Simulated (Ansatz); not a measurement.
# Hg3Pt (I4/mmm) in Ansatz: reference runs

Aim: a first look at Hg3Pt with PBE, on the cell as given and on a disturbed one.

Program: Ansatz 0.2.0. These are calculated values, not measurements. Logs are shortened: lines on timing, memory, paths and dates and some standing lists are left out, and cuts for length are marked.

**1. Starting point**

The structure is tetragonal, space group I4/mmm (No. 139). Conventional cell: a = 4.204 Å, b = 4.204 Å, c = 9.265 Å, α = 90.00°, β = 90.00°, γ = 90.00°. Hg (site symmetry 4/mmm) has 4 Pt at 2.97 Å and 8 Hg at 3.13 Å as nearest neighbours. Around Hg (site symmetry -4m2) lie 8 Hg at 2.97 to 3.13 Å and 4 Pt at 3.13 Å. Around Pt (site symmetry 4/mmm) lie 12 Hg at 2.97 to 3.13 Å.

The cell comes from a database or a generator and needn't be the stable form of this composition.

**2. Single point, PBE**

File input.yaml:

```yaml
crystal:
  lattice:
    - [-2.102183, 2.102183, 4.632532]
    - [2.102183, -2.102183, 4.632532]
    - [2.102183, 2.102183, -4.632532]
  atoms:
    - { symbol: Hg, position: [0.5, 0.5, 0.0] }
    - { symbol: Hg, position: [0.25, 0.75, 0.5] }
    - { symbol: Hg, position: [0.75, 0.25, 0.5] }
    - { symbol: Pt, position: [0.0, 0.0, 0.0] }
hamiltonian:
  xc: pbe
  pseudopotentials: { kind: paw }
kpoints:
  mp_grid: { grid: [9, 9, 9] }
scf:
  occupations: { method: fermi_dirac, width: 0.05 }
output:
  forces: true
  stress: true
  eigenvalues: true
```

Potentials or basis: Ansatz PAW.

Launch:

```
$ ansatz run input.yaml --threads 2 --pin off --max-ram 5120MiB --backend cpu --events-out ev --progress --plain --runs-dir out
```

Log:

```text
Warning: RAYON_NUM_THREADS=2 ignored (pool sized by the plan → 2); use --threads N
Engine: ansatz 0.2.0, x86_64-unknown-linux-gnu
Pseudopotentials: kind: paw
Pseudopotential: Hg, paw, valence charge 20, recommended cutoff 420 eV (normal), Hg.paw.azcp
Pseudopotential: Pt, paw, valence charge 18, recommended cutoff 420 eV (normal), Pt.paw.azcp
Functional definition: PBE
  parameter kappa = 0.804
  parameter beta = 0.06672455060314922
  exchange = pbe_x(kappa = kappa, mu = beta*pi^2/3)
  correlation = pbe_c(beta = beta)
Crystal: 4 atoms, lattice volume = 81.888 Å³
Basis set: ecut = 420 eV, 1571 PW (Γ), exchange–correlation on 80×80×80 points (8 copies of the dense FFT grid, shifted against one another)
Bands: 47, of which v1, the nominal top of the filled ones, is band 39 counted from 1 (38 counted from 0)
Symmetry: 16 space group operations
Space group: I4/mmm (ITA 139), of the structure as read, at distance tolerance 4.3e-5 Å
k-points: 75 of 729
Non-local potential: Hg, projectors of the file, l = 0: 3, l = 1: 2, l = 2: 2, l = 3: 1
Non-local potential: Pt, projectors of the file, l = 0: 3, l = 1: 2, l = 2: 2, l = 3: 1
PAW form: soft (Blöchl's): semilocal exchange-correlation on the pseudo side does not see the compensation charge
PAW one-centre angular grid: Hg, 590 points (default); XC on 64 Gauss nodes
PAW one-centre angular grid: Pt, 590 points (default); XC on 64 Gauss nodes
Initial density: superposition of atomic densities (neutral atoms: chi_scale 0, normalization atom), corrected by the library's trained network
Initial wavefunctions: pseudopotential atomic-orbital guess
Functional: x = pbe(κ = 0.804, μ = 0.2195149727645171), c = pbe(β = 0.06672455060314922)
SCF iter   1: F=—  HF=-53962.722226 eV  |F-HF|=—  |Δ(HF+E_count)|=         —  Δρ=6.66e-3  dr2=8.01e-2  ethr=1.77e-3  ⟨swp⟩=6.5  Hψ=12142  notcnv=0  defer=18
preconditioner: auto → Kerker (q_TF=auto, 2.706 Å⁻¹)  [metal: Δε(μ)=0.013 eV  Ē_g=11.017 eV  σ=0.050 eV  W_gap=0.07  n_scr=30 (ndim 8)  ℏωp=27.8 eV  f_vac=0.000  D(μ)=1.26/eV (n_scr^D=10)]
SCF iter   2: F=—  HF=-53962.716314 eV  |F-HF|=—  |Δ(HF+E_count)|=   5.91e-3  Δρ=3.42e-3  dr2=2.59e-2  ethr=1.03e-4  ⟨swp⟩=1.0  Hψ=4125  notcnv=0  defer=97
SCF iter   3: F=—  HF=-53962.712469 eV  |F-HF|=—  |Δ(HF+E_count)|=   3.84e-3  Δρ=7.09e-4  dr2=9.73e-4  ethr=3.32e-5  ⟨swp⟩=2.0  Hψ=3731  notcnv=0  defer=97
SCF iter   4: F=—  HF=-53962.712218 eV  |F-HF|=—  |Δ(HF+E_count)|=   2.50e-4  Δρ=1.69e-4  dr2=6.41e-5  ethr=1.25e-6  ⟨swp⟩=2.1  Hψ=4142  notcnv=0  defer=97
SCF iter   5: F=—  HF=-53962.712215 eV  |F-HF|=—  |Δ(HF+E_count)|=   3.10e-6  Δρ=5.24e-5  dr2=4.28e-6  ethr=8.22e-8  ⟨swp⟩=2.2  Hψ=4509  notcnv=0  defer=97
SCF iter   6: F=—  HF=-53962.712215 eV  |F-HF|=—  |Δ(HF+E_count)|=   4.18e-7  Δρ=1.79e-5  dr2=3.52e-7  ethr=5.49e-9  ⟨swp⟩=2.1  Hψ=4557  notcnv=0  defer=97
SCF iter   7: F=-53962.712215 eV  HF=-53962.712215 eV  |F-HF|=1.12e-8  |Δ(HF+E_count)|=   2.35e-8  Δρ=5.99e-6  dr2=3.28e-8  ethr=1.28e-10  ⟨swp⟩=8.6  Hψ=14295  notcnv=0
SCF 1 converged in 7 iterations: F = -53962.712215 eV  dr2 = 3.28e-8
SCF converged after 7 iterations
Free energy (F): -53962.712215 eV
Harris-Foulkes:  -53962.712215 eV  (|F-HF|=1.12e-8)
Internal energy: -53962.701373 eV  (E = F + TS)
E sigma→0 (E₀):  -53962.706794 eV
Entropy (-TS):   -0.010842 eV (-2.711 meV/atom)
Fermi energy:    17.357307 eV
--- Per-component energies (eV) ---
  E_band       = -1249.676548
  E_kinetic    = 2447.304368
  E_local      = -8681.362807  (includes V_loc(G=0)·N_el)
  E_nonlocal   = 417.954311
  E_hartree    = 3632.679982
  E_xc         = -922.622692
  E_vxc        = -1089.278621  (∫ρ·V_xc dr)
  E_paw        = -39286.055366  (= ΣΔE_a)
  E_vpaw       = -1609.665131  (= ΣTr[D̂ρ^β])
  E_aug_tail   = 0.003002  (compensation charges beyond the density's cutoff)
  E_ewald      = -11570.602170
  E_smearing   = -0.010842  (= −TS)
  E_closure    = 0.000000  (closes the sum)
  Σ components = -53962.712215   (vs F -53962.712215, Δ=0.00e0)
--- Forces (eV/Å), atoms counted from 1 ---
  atom   1  Hg     0.00000000     0.00000000     0.00000000
  atom   2  Hg     0.00000000    -0.00000000     0.00000000
  atom   3  Hg    -0.00000000    -0.00000000     0.00000000
  atom   4  Pt    -0.00000000     0.00000000    -0.00000000
  max |Σ_I F_I| component: 2.43e-17 eV/Å
--- Stress (GPa, compression-positive) ---
       -0.818760       0.000000       0.000000
        0.000000      -0.818760       0.000000
        0.000000       0.000000      -0.933165
  P = ⅓ Tr σ = -0.8569 GPa (-8.569 kbar)
--- Band table (eV; the first three rows and the last of 75) ---
  k-point 0: bands = ["-97.7829", "-97.7798", "-97.6400", "-80.2581", "-46.2712", "-46.2712", "-46.2219", "-46.2219", "-46.2052", "-46.1924", "-46.1055", "-46.0791", "-46.0791", "-34.5163", "-34.5163", "-34.5103", "7.6273", "8.8637", "9.0087", "9.1481", "9.8137", "9.8137", "10.0240", "10.0240", "10.0289", "10.2464", "10.5845", "10.7950", "10.9836", "10.9836", "11.1506", "11.7915", "14.4465", "15.0841", "15.0841", "15.0935", "15.9504", "16.4845", "18.7133", "19.0511", "20.9329", "21.1498", "21.1498", "21.4611", "21.4611", "23.9904", "24.8577"]
  k-point 1: bands = ["-97.7827", "-97.7800", "-97.6400", "-80.2581", "-46.2719", "-46.2650", "-46.2282", "-46.2214", "-46.2042", "-46.1931", "-46.1058", "-46.0792", "-46.0790", "-34.5166", "-34.5164", "-34.5103", "7.8779", "8.9594", "9.1501", "9.2614", "9.6980", "9.8848", "9.9666", "10.0190", "10.1329", "10.3137", "10.6234", "10.7246", "10.8521", "10.9657", "11.0642", "11.6005", "14.5358", "14.7089", "14.9405", "15.0230", "15.6171", "17.2791", "18.3124", "18.5293", "19.5641", "20.0944", "20.5653", "22.8156", "23.8227", "24.8652", "25.2070"]
  k-point 2: bands = ["-97.7822", "-97.7804", "-97.6400", "-80.2581", "-46.2737", "-46.2491", "-46.2442", "-46.2202", "-46.2017", "-46.1949", "-46.1066", "-46.0794", "-46.0786", "-34.5170", "-34.5167", "-34.5103", "8.5018", "9.1958", "9.4207", "9.5562", "9.6026", "9.7567", "9.9711", "10.0522", "10.4238", "10.4572", "10.4770", "10.5798", "10.7089", "10.7566", "10.8562", "11.4375", "14.3920", "14.6527", "14.7865", "14.8649", "14.9109", "17.7967", "18.1736", "18.3572", "18.9157", "19.0119", "19.0146", "22.3802", "25.7386", "26.8965", "27.2990"]
  k-point 74: bands = ["-97.7828", "-97.7799", "-97.6400", "-80.2581", "-46.2702", "-46.2702", "-46.2232", "-46.2231", "-46.2008", "-46.1926", "-46.1096", "-46.0790", "-46.0789", "-34.5165", "-34.5163", "-34.5105", "8.8253", "8.8413", "9.0277", "9.1751", "9.1756", "9.4291", "9.7773", "10.1055", "10.5523", "10.5639", "10.7446", "11.0614", "11.2034", "11.2459", "11.3283", "11.3669", "11.6483", "15.0153", "15.3111", "15.5072", "15.5147", "15.6888", "16.7851", "18.1675", "20.1729", "21.8971", "24.4873", "24.4915", "24.9617", "25.0745", "27.5802"]
```

It took 25 s on 2 threads of Intel Xeon at 2.50GHz (Skylake/Cascade Lake), shared host; peak memory 0.54 GiB.

Results:

```
Free energy            : -53962.7122 eV
Pressure               : -0.9 GPa
Band gap on the k mesh : none (metal or under the smearing width)
```

Stress tensor (GPa, compression positive):
```
-0.82  0.00  0.00
 0.00 -0.82  0.00
 0.00  0.00 -0.93
```

Levels at points of the mesh, in eV from the Fermi level:
```csv
k point,band 37,band 38,band 39,band 40,band 41,band 42
"(0.00, 0.00, 0.00)",-1.41,-0.87,1.36,1.69,3.58,3.79
```

Spin-orbit coupling is left out, which matters for the levels of Hg, Pt.

**3. Single point, PBE (atoms moved at random, drawn with an rms of 0.05 Å)**

File input.yaml:

```yaml
crystal:
  lattice:
    - [-2.102183, 2.102183, 4.632532]
    - [2.102183, -2.102183, 4.632532]
    - [2.102183, 2.102183, -4.632532]
  atoms:
    - { symbol: Hg, position: [0.503024, 0.49935, 0.00577] }
    - { symbol: Hg, position: [0.250109, 0.753276, 0.49304] }
    - { symbol: Hg, position: [0.750094, 0.243795, 0.498672] }
    - { symbol: Pt, position: [-0.00274, -0.00842, -0.009729] }
hamiltonian:
  xc: pbe
  pseudopotentials: { kind: paw }
kpoints:
  mp_grid: { grid: [9, 9, 9] }
scf:
  occupations: { method: fermi_dirac, width: 0.05 }
output:
  forces: true
  stress: true
  eigenvalues: true
  write_density: true
  write_potential: true
  elf: true
  volumetric_format: npy
```

Potentials or basis: Ansatz PAW.

Launch:

```
$ ansatz run input.yaml --threads 2 --pin off --max-ram 5120MiB --backend cpu --events-out ev --progress --plain --runs-dir out
```

Log:

```text
Warning: RAYON_NUM_THREADS=2 ignored (pool sized by the plan → 2); use --threads N
Engine: ansatz 0.2.0, x86_64-unknown-linux-gnu
Pseudopotentials: kind: paw
Pseudopotential: Hg, paw, valence charge 20, recommended cutoff 420 eV (normal), Hg.paw.azcp
Pseudopotential: Pt, paw, valence charge 18, recommended cutoff 420 eV (normal), Pt.paw.azcp
Functional definition: PBE
  parameter kappa = 0.804
  parameter beta = 0.06672455060314922
  exchange = pbe_x(kappa = kappa, mu = beta*pi^2/3)
  correlation = pbe_c(beta = beta)
Crystal: 4 atoms, lattice volume = 81.888 Å³
Basis set: ecut = 420 eV, 1571 PW (Γ), exchange–correlation on 80×80×80 points (8 copies of the dense FFT grid, shifted against one another)
Bands: 47, of which v1, the nominal top of the filled ones, is band 39 counted from 1 (38 counted from 0)
Symmetry: 1 space group operations
Space group: P1 (ITA 1), of the structure as read, at distance tolerance 4.3e-5 Å
k-points: 365 of 729 (time reversal used)
Non-local potential: Hg, projectors of the file, l = 0: 3, l = 1: 2, l = 2: 2, l = 3: 1
Non-local potential: Pt, projectors of the file, l = 0: 3, l = 1: 2, l = 2: 2, l = 3: 1
PAW form: soft (Blöchl's): semilocal exchange-correlation on the pseudo side does not see the compensation charge
PAW one-centre angular grid: Hg, 590 points (default); XC on 64 Gauss nodes
PAW one-centre angular grid: Pt, 590 points (default); XC on 64 Gauss nodes
Initial density: superposition of atomic densities (neutral atoms: chi_scale 0, normalization atom), corrected by the library's trained network
Initial wavefunctions: pseudopotential atomic-orbital guess
Functional: x = pbe(κ = 0.804, μ = 0.2195149727645171), c = pbe(β = 0.06672455060314922)
SCF iter   1: F=—  HF=-53962.714683 eV  |F-HF|=—  |Δ(HF+E_count)|=         —  Δρ=6.63e-3  dr2=7.93e-2  ethr=1.77e-3  ⟨swp⟩=6.3  Hψ=58870  notcnv=0  defer=90
preconditioner: auto → Kerker (q_TF=auto, 2.706 Å⁻¹)  [metal: Δε(μ)=0.008 eV  Ē_g=11.024 eV  σ=0.050 eV  W_gap=0.04  n_scr=30 (ndim 8)  ℏωp=27.8 eV  f_vac=0.000  D(μ)=1.26/eV (n_scr^D=10)]
SCF iter   2: F=—  HF=-53962.708853 eV  |F-HF|=—  |Δ(HF+E_count)|=   5.83e-3  Δρ=3.40e-3  dr2=2.56e-2  ethr=1.02e-4  ⟨swp⟩=1.0  Hψ=20075  notcnv=0  defer=491
SCF iter   3: F=—  HF=-53962.705052 eV  |F-HF|=—  |Δ(HF+E_count)|=   3.80e-3  Δρ=7.05e-4  dr2=9.59e-4  ethr=3.28e-5  ⟨swp⟩=2.0  Hψ=18158  notcnv=0  defer=491
SCF iter   4: F=—  HF=-53962.704814 eV  |F-HF|=—  |Δ(HF+E_count)|=   2.37e-4  Δρ=1.69e-4  dr2=6.33e-5  ethr=1.23e-6  ⟨swp⟩=2.1  Hψ=19879  notcnv=0  defer=491
SCF iter   5: F=—  HF=-53962.704820 eV  |F-HF|=—  |Δ(HF+E_count)|=   5.26e-6  Δρ=5.22e-5  dr2=4.23e-6  ethr=8.12e-8  ⟨swp⟩=2.2  Hψ=22259  notcnv=0  defer=491
SCF iter   6: F=—  HF=-53962.704819 eV  |F-HF|=—  |Δ(HF+E_count)|=   4.08e-7  Δρ=1.79e-5  dr2=3.54e-7  ethr=5.42e-9  ⟨swp⟩=2.2  Hψ=22072  notcnv=0  defer=491
SCF iter   7: F=-53962.704819 eV  HF=-53962.704819 eV  |F-HF|=1.10e-8  |Δ(HF+E_count)|=   2.41e-8  Δρ=5.97e-6  dr2=3.26e-8  ethr=1.28e-10  ⟨swp⟩=11.9  Hψ=106746  notcnv=0
SCF 1 converged in 7 iterations: F = -53962.704819 eV  dr2 = 3.26e-8
SCF converged after 7 iterations
Free energy (F): -53962.704819 eV
Harris-Foulkes:  -53962.704819 eV  (|F-HF|=1.10e-8)
Internal energy: -53962.694027 eV  (E = F + TS)
E sigma→0 (E₀):  -53962.699423 eV
Entropy (-TS):   -0.010793 eV (-2.698 meV/atom)
Fermi energy:    17.359376 eV
--- Per-component energies (eV) ---
  E_band       = -1249.784044
  E_kinetic    = 2447.381869
  E_local      = -8686.368844  (includes V_loc(G=0)·N_el)
  E_nonlocal   = 417.948751
  E_hartree    = 3635.118209
  E_xc         = -922.651330
  E_vxc        = -1089.317606  (∫ρ·V_xc dr)
  E_paw        = -39286.060970  (= ΣΔE_a)
  E_vpaw       = -1609.675617  (= ΣTr[D̂ρ^β])
  E_aug_tail   = 0.002998  (compensation charges beyond the density's cutoff)
  E_ewald      = -11568.064710
  E_smearing   = -0.010793  (= −TS)
  E_closure    = 0.000000  (closes the sum)
  Σ components = -53962.704819   (vs F -53962.704819, Δ=0.00e0)
--- Forces (eV/Å), atoms counted from 1 ---
  atom   1  Hg    -0.09735853    -0.07429241     0.12887934
  atom   2  Hg    -0.00820655     0.12032997    -0.10787060
  atom   3  Hg     0.04266668    -0.10137930    -0.06716964
  atom   4  Pt     0.06289848     0.05534171     0.04615968
  max |Σ_I F_I| component: 1.22e-6 eV/Å
--- Stress (GPa, compression-positive) ---
       -0.420336       0.029514       0.031622
        0.029514      -0.980100       0.126228
        0.031622       0.126228      -0.839412
  P = ⅓ Tr σ = -0.7466 GPa (-7.466 kbar)
--- Band table (eV; the first three rows and the last of 365) ---
  k-point 0: bands = ["-97.7845", "-97.7804", "-97.6420", "-80.2576", "-46.2737", "-46.2712", "-46.2240", "-46.2218", "-46.2067", "-46.1936", "-46.1075", "-46.0841", "-46.0783", "-34.5226", "-34.5101", "-34.5093", "7.6246", "8.8641", "9.0046", "9.1482", "9.8014", "9.8104", "9.9795", "10.0245", "10.0719", "10.2443", "10.5854", "10.7923", "10.9322", "11.0289", "11.1478", "11.7861", "14.4482", "15.0703", "15.0919", "15.0968", "15.9487", "16.4799", "18.7105", "19.0621", "20.9336", "21.1258", "21.1562", "21.4726", "21.4834", "23.9914", "24.8573"]
  k-point 1: bands = ["-97.7843", "-97.7805", "-97.6420", "-80.2576", "-46.2735", "-46.2659", "-46.2293", "-46.2223", "-46.2058", "-46.1943", "-46.1079", "-46.0841", "-46.0782", "-34.5228", "-34.5102", "-34.5094", "7.8749", "8.9586", "9.1448", "9.2614", "9.6922", "9.8709", "9.9485", "10.0412", "10.1322", "10.3126", "10.6231", "10.7121", "10.8561", "10.9639", "11.0637", "11.5987", "14.5357", "14.7057", "14.9417", "15.0224", "15.6161", "17.2737", "18.3233", "18.5283", "19.5612", "20.1020", "20.5664", "22.8211", "23.8183", "24.8736", "25.2116"]
  k-point 2: bands = ["-97.7841", "-97.7808", "-97.6420", "-80.2576", "-46.2751", "-46.2511", "-46.2442", "-46.2211", "-46.2034", "-46.1960", "-46.1087", "-46.0840", "-46.0781", "-34.5231", "-34.5105", "-34.5095", "8.4982", "9.1928", "9.4177", "9.5477", "9.5984", "9.7500", "9.9652", "10.0552", "10.4110", "10.4608", "10.4759", "10.5868", "10.7064", "10.7567", "10.8590", "11.4351", "14.3839", "14.6580", "14.7719", "14.8781", "14.9111", "17.7968", "18.1713", "18.3607", "18.9168", "19.0045", "19.0282", "22.3804", "25.7402", "26.8953", "27.3018"]
  k-point 364: bands = ["-97.7839", "-97.7810", "-97.6420", "-80.2576", "-46.2740", "-46.2556", "-46.2404", "-46.2219", "-46.2016", "-46.1967", "-46.1097", "-46.0839", "-46.0780", "-34.5234", "-34.5106", "-34.5094", "8.8754", "9.2423", "9.4067", "9.5384", "9.7353", "9.9205", "10.0296", "10.1648", "10.2817", "10.3689", "10.4532", "10.5992", "10.7770", "10.8089", "10.9735", "11.3868", "13.4442", "14.5182", "14.5961", "15.0480", "15.2029", "16.2997", "17.1906", "18.0308", "18.5151", "19.8768", "20.6555", "23.1578", "25.8766", "26.3805", "27.8045"]
```

rho_z.tsv:

```text
# z_ang	rho[e/angstrom^3]
# format = ansatz-planar-average/11
# lattice	-2.102183000	2.102183000	4.632532000
# lattice	2.102183000	-2.102183000	4.632532000
# lattice	2.102183000	2.102183000	-4.632532000
# sites	4
# site	80	0.004406176	0.019853016	4.616799921
# site	80	2.094209420	-0.021288807	2.364189544
# site	80	-0.016033350	2.112632952	2.294108599
# site	78	-0.032392538	-0.008511739	-0.006629153
0.000000	1.286307e0
0.137611	1.269477e0
0.275221	1.220382e0
0.412832	1.143083e0
0.550443	1.044372e0
0.688053	9.330604e-1
0.825664	8.193639e-1
0.963274	7.146140e-1
1.100885	6.307043e-1
1.238496	5.785095e-1
1.376106	5.655132e-1
1.513717	5.939169e-1
1.651328	6.603452e-1
1.788938	7.571205e-1
1.926549	8.741343e-1
2.064160	1.000329e0
2.201770	1.124421e0
2.339381	1.235159e0
2.476991	1.321757e0
2.614602	1.374962e0
2.752213	1.388645e0
2.889823	1.361155e0
3.027434	1.295690e0
3.165045	1.199526e0
3.302655	1.082562e0
3.440266	9.558411e-1
3.577877	8.305119e-1
3.715487	7.174148e-1
3.853098	6.269909e-1
3.990708	5.687258e-1
4.128319	5.495371e-1
4.265930	5.716246e-1
4.403540	6.313170e-1
4.541151	7.200126e-1
4.678762	8.266399e-1
4.816372	9.399471e-1
4.953983	1.049559e0
5.091594	1.146162e0
5.229204	1.221693e0
5.366815	1.269806e0
```

It took 2.7 min on 2 threads of Intel Xeon at 2.50GHz (Skylake/Cascade Lake), shared host; peak memory 1.1 GiB.

Results:

* Free energy: -53962.7048 eV
* Pressure: -0.7 GPa
* Largest force: 0.178 eV/Å
* Band gap on the k mesh: none (metal or under the smearing width)

Forces on the atoms (eV/Å):
```
Hg  -0.097 -0.074  0.129
Hg  -0.008  0.120 -0.108
Hg   0.043 -0.101 -0.067
Pt   0.063  0.055  0.046
```

Levels at points of the mesh, in eV from the Fermi level:
| k point | band 36 | band 37 | band 38 | band 39 | band 40 | band 41 | band 42 | band 43 |
| --- | --- | --- | --- | --- | --- | --- | --- | --- |
| (0.00, 0.00, 0.00) | -2.26 | -1.41 | -0.88 | 1.35 | 1.70 | 3.57 | 3.77 | 3.80 |

The run has no spin-orbit coupling, so splittings on Hg, Pt are missing.
